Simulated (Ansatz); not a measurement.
**CHFO2Sn: up Jacob's ladder to CCSD(T)**

The task here is to estimate one member of a computed series from the others.

Computed with Ansatz 0.2.0, Gaussian basis. Level: functionals in def2-TZVPP, the program's frozen cores in correlated methods.

The runs, in order: LDA (SPW92), PBE-D4, revPBE-D4, BLYP-D4, r2SCAN-D4, B97M-V, PBE0-D4, B3LYP-D4, r2SCANh-D4, r2SCAN0-D4, HSE06-D4, BHLYP-D4, CAM-B3LYP-D4, LC-ωPBE, ωB97X-V, ωB97M-V, B2PLYP, PBE-QIDH; CCSD(T)/def2-SVP; CCSD(T)/def2-TZVPP; MP2/def2-QZVPP; extrapolation to the limit; RPA on PBE.

**The geometry**

The geometry comes from an earlier relaxation with PBE0-D4 in a triple-zeta def2 set; it is a stationary point. Sn takes the def2 core potential; no spin-orbit term is included.

6 atoms, charge 0, spin multiplicity 1.

Atoms are counted from 1 here; the program's logs count them from 0.

Bond lengths: O1–C2 1.148 Å, C2–O3 1.166 Å, Sn4–F5 1.967 Å, Sn4–H6 1.784 Å. Angles: O1–C2–O3 177.8°, F5–Sn4–H6 92.8°.

The first run:

in.yaml

```yaml
crystal:
  periodic: [false, false, false]
  atoms:
    - {symbol: O, position_ang: [1.756512, -1.534574, 0.213202]}
    - {symbol: C, position_ang: [0.956772, -0.884772, 0.719146]}
    - {symbol: O, position_ang: [0.150261, -0.248461, 1.271387]}
    - {symbol: Sn, position_ang: [-1.101180, 1.562155, -0.262265]}
    - {symbol: F, position_ang: [0.408339, 0.881617, -1.323549]}
    - {symbol: H, position_ang: [-2.128704, 0.160135, -0.664021]}
basis:
  gaussian: {orbitals: def2-TZVPP}
hamiltonian: {xc: lda}
output: {orbitals: {seedname: orbitals}}
```

Run with:

```bash
> ansatz run in.yaml --threads 2 --pin off --events-out ev --progress --plain --max-ram 4352MiB
```

Steps of the session up to this table: LDA; PBE-D4 (GGA); revPBE-D4 (GGA); BLYP-D4 (GGA); r2SCAN-D4 (meta-GGA); B97M-V (meta-GGA); B3LYP-D4 (hybrid); r2SCANh-D4 (hybrid); r2SCAN0-D4 (hybrid); HSE06-D4 (hybrid); BHLYP-D4 (hybrid); CAM-B3LYP-D4 (range-separated); LC-ωPBE (range-separated); ωB97X-V (range-separated); ωB97M-V (range-separated); B2PLYP (double hybrid); PBE-QIDH (double hybrid).

One of the session's tables, all rows but one given; the rest of the session is left out.

| functional | HOMO (eV) | LUMO (eV) | gap (eV) |
| --- | --- | --- | --- |
| LDA (SPW92) | -5.96 | -3.37 | 2.59 |
| PBE-D4 | -5.81 | -3.06 | 2.74 |
| revPBE-D4 | -5.75 | -2.94 | 2.81 |
| BLYP-D4 | -5.72 | -3.00 | 2.72 |
| r2SCAN-D4 | -6.09 | -2.90 | 3.19 |
| B97M-V | ? | ? | ? |
| PBE0-D4 | -6.89 | -2.32 | 4.57 |
| B3LYP-D4 | -6.75 | -2.57 | 4.17 |
| r2SCANh-D4 | -6.49 | -2.63 | 3.86 |
| r2SCAN0-D4 | -7.08 | -2.22 | 4.86 |
| HSE06-D4 | -6.49 | -2.68 | 3.81 |
| BHLYP-D4 | -7.87 | -1.57 | 6.30 |
| CAM-B3LYP-D4 | -8.18 | -1.39 | 6.79 |
| LC-ωPBE | -9.37 | -0.22 | 9.14 |
| ωB97X-V | -9.08 | -0.34 | 8.74 |
| ωB97M-V | -8.98 | -0.53 | 8.45 |

**Question.** Estimate the row for B97M-V.

**Answer.** HOMO (eV): -6.01; LUMO (eV): -2.97; gap (eV): 3.04. In the column «HOMO (eV)» it lies between r2SCAN-D4 (-6.09) and LDA (SPW92) (-5.96).

Caveats from the session: All levels share the lack of spin-orbit coupling, which lowers the free heavy atoms and so the true binding.
